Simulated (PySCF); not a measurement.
# A gas-phase reaction: ClGeH3 + F2 → ClFGeH2 + FH

Wanted: the reaction energy for `[Cl][GeH3]` + `FF` → `[F][GeH2][Cl]` + `F`.

Programs: PySCF 2.14.0. All values are calculated, for the isolated system unless a continuum is named. Atoms count from 0, parts from 1.

## Step 1: Starting point

Each species was relaxed by itself at PBE0-D3(BJ)/def2-SVPD.

## Step 2: Reaction energy: wB97M-D3(BJ)/def2-TZVPD

The job: settings as JSON, then the geometry in Å.

```
{"job": {"kind": "react", "xc": "wB97M-D3(BJ)", "basis": "def2-TZVPD"}, "charge": 0, "multiplicity": 1}
-1 ClGeH3 charge 0 multiplicity 1
Cl     2.064380    -0.136000     0.029640
Ge    -0.110830    -0.008770     0.044050
H     -0.463480     1.467820    -0.157330
H     -0.606890    -0.885070    -1.109730
H     -0.569850    -0.532730     1.407870

-1 F2 charge 0 multiplicity 1
F      0.688830     0.000700    -0.015550
F     -0.688830    -0.000700     0.015550

+1 ClFGeH2 charge 0 multiplicity 1
F      1.388910    -0.674200     0.625750
Ge    -0.057180    -0.065450    -0.142230
Cl    -0.921040     1.342610     1.238130
H     -1.008680    -1.249670    -0.298900
H      0.389260     0.683950    -1.395630

+1 FH charge 0 multiplicity 1
F      0.457470    -0.015350    -0.046630
H     -0.457460     0.015350     0.046630
```

With the program's defaults for keys left out, this is: wB97M-D3(BJ)/def2-TZVPD reaction energy of separated species, gas phase.

Run with:

```
$ OMP_NUM_THREADS=1 python cluster_run.py task.json out
```

The driver reads the jobs from task.json and runs them one after another.

The log of the run:

```text
species 1 (ClGeH3)
coarse grid: 21152 points
cycle   1  E = -2539.0620209107  dE = -6.849e-01  |g| = 6.547e-01  |ddm| = 1.710e+00
cycle   2  E = -2539.0737316239  dE = -1.171e-02  |g| = 6.914e-01  |ddm| = 7.877e-01
cycle   3  E = -2539.1157952601  dE = -4.206e-02  |g| = 2.611e-02  |ddm| = 3.697e-01
cycle   4  E = -2539.1160099099  dE = -2.146e-04  |g| = 1.159e-02  |ddm| = 3.767e-02
cycle   5  E = -2539.1160456878  dE = -3.578e-05  |g| = 2.737e-03  |ddm| = 1.293e-02
cycle   6  E = -2539.1160484114  dE = -2.724e-06  |g| = 4.252e-04  |ddm| = 5.061e-03
final grid: 40904 points
cycle   7  E = -2539.1159502355  dE = -1.440e-07  |g| = 1.814e-04  |ddm| = 1.258e-03
cycle   8  E = -2539.1159502555  dE = -1.999e-08  |g| = 9.239e-05  |ddm| = 3.416e-04
cycle   9  E = -2539.1159502587  dE = -3.199e-09  |g| = 3.632e-05  |ddm| = 1.284e-04
cycle  10  E = -2539.1159502597  dE = -1.026e-09  |g| = 4.925e-06  |ddm| = 9.366e-05
cycle  11  E = -2539.1159502597  dE = -3.638e-12  |g| = 1.767e-06  |ddm| = 5.608e-06
converged SCF energy = -2539.1159502597

species 2 (F2)
coarse grid: 10600 points
cycle   1  E = -199.6113012715  dE =  1.194e-02  |g| = 3.458e-01  |ddm| = 1.052e+00
cycle   2  E = -199.6264074299  dE = -1.511e-02  |g| = 1.647e-01  |ddm| = 1.842e-01
cycle   3  E = -199.6293655252  dE = -2.958e-03  |g| = 2.217e-02  |ddm| = 5.435e-02
cycle   4  E = -199.6294271050  dE = -6.158e-05  |g| = 8.600e-03  |ddm| = 1.161e-02
cycle   5  E = -199.6294379548  dE = -1.085e-05  |g| = 7.501e-04  |ddm| = 4.105e-03
cycle   6  E = -199.6294380931  dE = -1.383e-07  |g| = 3.049e-05  |ddm| = 6.348e-04
final grid: 23208 points
cycle   7  E = -199.6294280362  dE = -2.188e-09  |g| = 2.060e-05  |ddm| = 1.250e-04
cycle   8  E = -199.6294280363  dE = -7.094e-11  |g| = 1.073e-05  |ddm| = 1.688e-05
converged SCF energy = -199.6294280363

species 3 (ClFGeH2)
coarse grid: 23976 points
cycle   1  E = -2638.3512706426  dE = -5.405e-01  |g| = 8.891e-01  |ddm| = 1.702e+00
cycle   2  E = -2638.3219798303  dE =  2.929e-02  |g| = 1.115e+00  |ddm| = 1.037e+00
cycle   3  E = -2638.4657908588  dE = -1.438e-01  |g| = 7.938e-02  |ddm| = 5.107e-01
cycle   4  E = -2638.4667328786  dE = -9.420e-04  |g| = 3.586e-02  |ddm| = 6.382e-02
cycle   5  E = -2638.4669099376  dE = -1.771e-04  |g| = 5.356e-03  |ddm| = 2.098e-02
cycle   6  E = -2638.4669207218  dE = -1.078e-05  |g| = 2.051e-03  |ddm| = 8.398e-03
cycle   7  E = -2638.4669220669  dE = -1.345e-06  |g| = 5.107e-04  |ddm| = 2.810e-03
final grid: 47136 points
cycle   8  E = -2638.4668247393  dE = -2.901e-07  |g| = 4.137e-04  |ddm| = 1.644e-03
cycle   9  E = -2638.4668247557  dE = -1.640e-08  |g| = 4.588e-04  |ddm| = 4.645e-04
cycle  10  E = -2638.4668247851  dE = -2.943e-08  |g| = 5.327e-05  |ddm| = 2.057e-04
cycle  11  E = -2638.4668247873  dE = -2.205e-09  |g| = 2.628e-05  |ddm| = 1.118e-04
cycle  12  E = -2638.4668247876  dE = -3.183e-10  |g| = 3.594e-06  |ddm| = 4.231e-05
converged SCF energy = -2638.4668247876

species 4 (FH)
coarse grid: 7776 points
cycle   1  E = -100.4688250453  dE = -9.408e-02  |g| = 4.644e-01  |ddm| = 6.197e-01
cycle   2  E = -100.4725061875  dE = -3.681e-03  |g| = 5.038e-01  |ddm| = 3.808e-01
cycle   3  E = -100.5053201885  dE = -3.281e-02  |g| = 2.574e-02  |ddm| = 1.678e-01
cycle   4  E = -100.5053961661  dE = -7.598e-05  |g| = 5.006e-03  |ddm| = 1.077e-02
cycle   5  E = -100.5054008071  dE = -4.641e-06  |g| = 4.334e-04  |ddm| = 3.766e-03
final grid: 16976 points
cycle   6  E = -100.5053931569  dE = -6.417e-08  |g| = 1.033e-04  |ddm| = 8.205e-04
cycle   7  E = -100.5053931604  dE = -3.460e-09  |g| = 7.615e-05  |ddm| = 2.162e-04
cycle   8  E = -100.5053931611  dE = -7.615e-10  |g| = 2.137e-05  |ddm| = 3.705e-05
converged SCF energy = -100.5053931611

Reaction energy = -142.338 kcal/mol
```

It took 23 s on 1 thread of Arm Neoverse N1, shared host; peak memory 0.57 GiB.

Species by species (with the dispersion term, which the log's SCF energies lack):

```csv
ν,species,energy (Eh),HOMO (eV)
-1,[Cl][GeH3],-2539.11948,-11.11
-1,FF,-199.62975,-14.36
+1,[F][GeH2][Cl],-2638.47043,-11.58
+1,F,-100.50563,-14.54
```

## Step 3: Reaction energy: PBE0-D3(BJ)/def2-TZVPD

The job, as its differences from that of step 2:

```diff
@@ -1,2 +1,2 @@
-{"job": {"kind": "react", "xc": "wB97M-D3(BJ)", "basis": "def2-TZVPD"}, "charge": 0, "multiplicity": 1}
+{"job": {"kind": "react", "xc": "PBE0", "basis": "def2-TZVPD", "disp": "d3bj"}, "charge": 0, "multiplicity": 1}
 -1 ClGeH3 charge 0 multiplicity 1
```

Level: PBE0-D3(BJ)/def2-TZVPD reaction energy of separated species, gas phase.

The log of the run:

```text
species 1 (ClGeH3)
coarse grid: 21152 points
cycle   1  E = -2538.5867481643  dE = -6.332e-01  |g| = 6.828e-01  |ddm| = 1.691e+00
cycle   2  E = -2538.5564802197  dE =  3.027e-02  |g| = 8.558e-01  |ddm| = 8.966e-01
cycle   3  E = -2538.6341435169  dE = -7.766e-02  |g| = 3.248e-02  |ddm| = 5.132e-01
cycle   4  E = -2538.6342883497  dE = -1.448e-04  |g| = 1.450e-02  |ddm| = 3.070e-02
cycle   5  E = -2538.6343451927  dE = -5.684e-05  |g| = 2.016e-03  |ddm| = 1.334e-02
cycle   6  E = -2538.6343463490  dE = -1.156e-06  |g| = 3.929e-04  |ddm| = 2.048e-03
final grid: 40904 points
cycle   7  E = -2538.6343316269  dE = -7.619e-09  |g| = 3.955e-04  |ddm| = 9.733e-04
cycle   8  E = -2538.6343316290  dE = -2.104e-09  |g| = 3.898e-04  |ddm| = 6.436e-04
cycle   9  E = -2538.6343316600  dE = -3.107e-08  |g| = 1.751e-05  |ddm| = 3.208e-04
cycle  10  E = -2538.6343316601  dE = -6.003e-11  |g| = 1.042e-06  |ddm| = 1.129e-05
converged SCF energy = -2538.6343316601

species 2 (F2)
coarse grid: 2176 points
cycle   1  E = -199.3949423842  dE =  9.180e-02  |g| = 2.764e-01  |ddm| = 1.051e+00
cycle   2  E = -199.4014718811  dE = -6.529e-03  |g| = 1.374e-01  |ddm| = 1.363e-01
cycle   3  E = -199.4037871358  dE = -2.315e-03  |g| = 2.290e-02  |ddm| = 5.059e-02
cycle   4  E = -199.4038501498  dE = -6.301e-05  |g| = 8.080e-03  |ddm| = 1.132e-02
cycle   5  E = -199.4038583553  dE = -8.206e-06  |g| = 1.816e-04  |ddm| = 3.279e-03
final grid: 23208 points
cycle   6  E = -199.4096321602  dE = -7.822e-06  |g| = 1.272e-03  |ddm| = 8.096e-03
cycle   7  E = -199.4096322141  dE = -5.386e-08  |g| = 1.038e-03  |ddm| = 8.895e-04
cycle   8  E = -199.4096323516  dE = -1.375e-07  |g| = 7.497e-05  |ddm| = 4.288e-04
cycle   9  E = -199.4096323523  dE = -7.212e-10  |g| = 1.983e-05  |ddm| = 3.190e-05
converged SCF energy = -199.4096323523

species 3 (ClFGeH2)
coarse grid: 23976 points
cycle   1  E = -2637.7655974065  dE = -4.700e-01  |g| = 9.196e-01  |ddm| = 1.715e+00
cycle   2  E = -2637.5567110959  dE =  2.089e-01  |g| = 1.533e+00  |ddm| = 1.278e+00
cycle   3  E = -2637.8695940272  dE = -3.129e-01  |g| = 1.885e-01  |ddm| = 8.080e-01
cycle   4  E = -2637.8741995495  dE = -4.606e-03  |g| = 3.878e-02  |ddm| = 1.157e-01
cycle   5  E = -2637.8743783999  dE = -1.789e-04  |g| = 7.136e-03  |ddm| = 2.010e-02
cycle   6  E = -2637.8743885024  dE = -1.010e-05  |g| = 2.441e-03  |ddm| = 6.197e-03
cycle   7  E = -2637.8743900680  dE = -1.566e-06  |g| = 2.215e-04  |ddm| = 1.941e-03
final grid: 47136 points
cycle   8  E = -2637.8743869316  dE = -1.596e-07  |g| = 2.838e-04  |ddm| = 1.235e-03
cycle   9  E = -2637.8743869263  dE =  5.286e-09  |g| = 3.215e-04  |ddm| = 5.177e-04
cycle  10  E = -2637.8743869497  dE = -2.341e-08  |g| = 3.687e-05  |ddm| = 2.763e-04
cycle  11  E = -2637.8743869499  dE = -1.501e-10  |g| = 1.076e-05  |ddm| = 2.321e-05
converged SCF energy = -2637.8743869499

species 4 (FH)
coarse grid: 1712 points
cycle   1  E = -100.3540241891  dE = -3.605e-02  |g| = 4.957e-01  |ddm| = 6.253e-01
cycle   2  E = -100.3145093188  dE =  3.951e-02  |g| = 7.429e-01  |ddm| = 5.125e-01
cycle   3  E = -100.3937433901  dE = -7.923e-02  |g| = 2.284e-02  |ddm| = 2.892e-01
cycle   4  E = -100.3938189611  dE = -7.557e-05  |g| = 4.204e-03  |ddm| = 9.787e-03
cycle   5  E = -100.3938209445  dE = -1.983e-06  |g| = 3.552e-04  |ddm| = 1.247e-03
final grid: 16976 points
cycle   6  E = -100.3948393758  dE = -1.848e-05  |g| = 3.958e-03  |ddm| = 7.396e-03
cycle   7  E = -100.3948374936  dE =  1.882e-06  |g| = 5.439e-03  |ddm| = 3.320e-03
cycle   8  E = -100.3948414944  dE = -4.001e-06  |g| = 1.005e-04  |ddm| = 1.992e-03
cycle   9  E = -100.3948414957  dE = -1.310e-09  |g| = 1.790e-05  |ddm| = 3.965e-05
cycle  10  E = -100.3948414958  dE = -4.863e-11  |g| = 3.038e-06  |ddm| = 1.029e-05
converged SCF energy = -100.3948414958

Reaction energy = -141.408 kcal/mol
```

Run time: 12 s. Hardware: 1 thread of Arm Neoverse N1, shared host; peak memory 0.55 GiB.

Reaction energy at this level: -141.4 kcal/mol.

## Step 4: Reaction energy: MP2/def2-TZVPD

The job, as its differences from that of step 3:

```diff
@@ -1,2 +1,2 @@
-{"job": {"kind": "react", "xc": "PBE0", "basis": "def2-TZVPD", "disp": "d3bj"}, "charge": 0, "multiplicity": 1}
+{"job": {"kind": "react", "xc": "MP2", "basis": "def2-TZVPD"}, "charge": 0, "multiplicity": 1}
 -1 ClGeH3 charge 0 multiplicity 1
```

Level: MP2/def2-TZVPD reaction energy of separated species, gas phase.

The log of the run:

```text
species 1 (ClGeH3)
final grid: 40904 points
cycle   1  E = -2536.6194800153  dE = -7.534e-01  |g| = 4.319e-01  |ddm| = 1.689e+00
cycle   2  E = -2536.6539215662  dE = -3.444e-02  |g| = 3.027e-01  |ddm| = 4.591e-01
cycle   3  E = -2536.6631408472  dE = -9.219e-03  |g| = 3.192e-02  |ddm| = 1.918e-01
cycle   4  E = -2536.6635951796  dE = -4.543e-04  |g| = 1.185e-02  |ddm| = 5.235e-02
cycle   5  E = -2536.6636436934  dE = -4.851e-05  |g| = 2.649e-03  |ddm| = 1.515e-02
cycle   6  E = -2536.6636470504  dE = -3.357e-06  |g| = 7.638e-04  |ddm| = 4.606e-03
cycle   7  E = -2536.6636475721  dE = -5.217e-07  |g| = 2.043e-04  |ddm| = 1.575e-03
cycle   8  E = -2536.6636476121  dE = -3.992e-08  |g| = 3.346e-05  |ddm| = 4.843e-04
cycle   9  E = -2536.6636476129  dE = -7.958e-10  |g| = 8.201e-06  |ddm| = 9.930e-05
converged SCF energy = -2536.6636476129

species 2 (F2)
final grid: 23208 points
cycle   1  E = -198.7437215909  dE = -9.863e-02  |g| = 3.997e-01  |ddm| = 1.051e+00
cycle   2  E = -198.7662947710  dE = -2.257e-02  |g| = 1.393e-01  |ddm| = 1.852e-01
cycle   3  E = -198.7684693061  dE = -2.175e-03  |g| = 2.171e-02  |ddm| = 5.087e-02
cycle   4  E = -198.7685845335  dE = -1.152e-04  |g| = 5.686e-03  |ddm| = 1.383e-02
cycle   5  E = -198.7685920744  dE = -7.541e-06  |g| = 9.806e-04  |ddm| = 3.640e-03
cycle   6  E = -198.7685923534  dE = -2.790e-07  |g| = 1.391e-04  |ddm| = 7.865e-04
cycle   7  E = -198.7685923578  dE = -4.444e-09  |g| = 1.112e-05  |ddm| = 1.118e-04
cycle   8  E = -198.7685923579  dE = -3.550e-11  |g| = 1.257e-06  |ddm| = 1.187e-05
converged SCF energy = -198.7685923579

species 3 (ClFGeH2)
final grid: 47136 points
cycle   1  E = -2635.5222383972  dE = -6.604e-01  |g| = 6.691e-01  |ddm| = 1.679e+00
cycle   2  E = -2635.5802181272  dE = -5.798e-02  |g| = 5.072e-01  |ddm| = 6.284e-01
cycle   3  E = -2635.6107006599  dE = -3.048e-02  |g| = 3.801e-02  |ddm| = 2.462e-01
cycle   4  E = -2635.6113400134  dE = -6.394e-04  |g| = 1.472e-02  |ddm| = 6.002e-02
cycle   5  E = -2635.6114152132  dE = -7.520e-05  |g| = 4.344e-03  |ddm| = 1.776e-02
cycle   6  E = -2635.6114230313  dE = -7.818e-06  |g| = 1.549e-03  |ddm| = 5.908e-03
cycle   7  E = -2635.6114242576  dE = -1.226e-06  |g| = 6.163e-04  |ddm| = 1.982e-03
cycle   8  E = -2635.6114244904  dE = -2.328e-07  |g| = 1.537e-04  |ddm| = 9.661e-04
cycle   9  E = -2635.6114245042  dE = -1.382e-08  |g| = 1.959e-05  |ddm| = 3.092e-04
cycle  10  E = -2635.6114245044  dE = -2.133e-10  |g| = 4.744e-06  |ddm| = 4.210e-05
converged SCF energy = -2635.6114245044

species 4 (FH)
final grid: 16976 points
cycle   1  E = -100.0371205474  dE = -1.649e-01  |g| = 4.007e-01  |ddm| = 6.032e-01
cycle   2  E = -100.0578880972  dE = -2.077e-02  |g| = 2.336e-01  |ddm| = 2.533e-01
cycle   3  E = -100.0646343583  dE = -6.746e-03  |g| = 2.356e-02  |ddm| = 8.091e-02
cycle   4  E = -100.0647517835  dE = -1.174e-04  |g| = 6.199e-03  |ddm| = 1.253e-02
cycle   5  E = -100.0647674945  dE = -1.571e-05  |g| = 1.459e-03  |ddm| = 5.121e-03
cycle   6  E = -100.0647687674  dE = -1.273e-06  |g| = 2.290e-04  |ddm| = 1.848e-03
cycle   7  E = -100.0647688018  dE = -3.438e-08  |g| = 1.958e-05  |ddm| = 4.211e-04
cycle   8  E = -100.0647688020  dE = -1.851e-10  |g| = 2.360e-06  |ddm| = 2.495e-05
converged SCF energy = -100.0647688020

Reaction energy = -152.447 kcal/mol
```

Wall time 6.1 s (1 thread of Arm Neoverse N1, shared host); peak memory 0.41 GiB.

Reaction energy at this level: -152.4 kcal/mol.

## Step 5: Side by side

Energies in kcal/mol, with wall time:

```csv
run,reaction,time
wB97M-D3(BJ)/def2-TZVPD,-142.3,23 s
PBE0-D3(BJ)/def2-TZVPD,-141.4,12 s
MP2/def2-TZVPD,-152.4,6.1 s
```

## Step 6: What came out

| quantity | value |
| --- | --- |
| reaction energy (wB97M-D3(BJ)/def2-TZVPD) | -142.3 kcal/mol |
| ΔH, ΔG at 298 K (xTB thermal terms) | -141.1, -141.5 kcal/mol |
| range of the reaction energy over the runs of this table | -152.4 to -141.4 kcal/mol |

The reaction is exothermic by 141.1 kcal/mol in the gas phase; dispersion gives +0.01, and xTB itself gave -111.1 for the electronic energy (xTB energies and thermal terms come from the earlier relaxation of each species, not shown). No barrier was sought. xTB and this level differ widely in the electronic energy, so what comes from xTB (the thermal terms above all) is less safe here. The reaction energy runs from -152.4 (MP2/def2-TZVPD) to -141.4 kcal/mol (PBE0-D3(BJ)/def2-TZVPD).
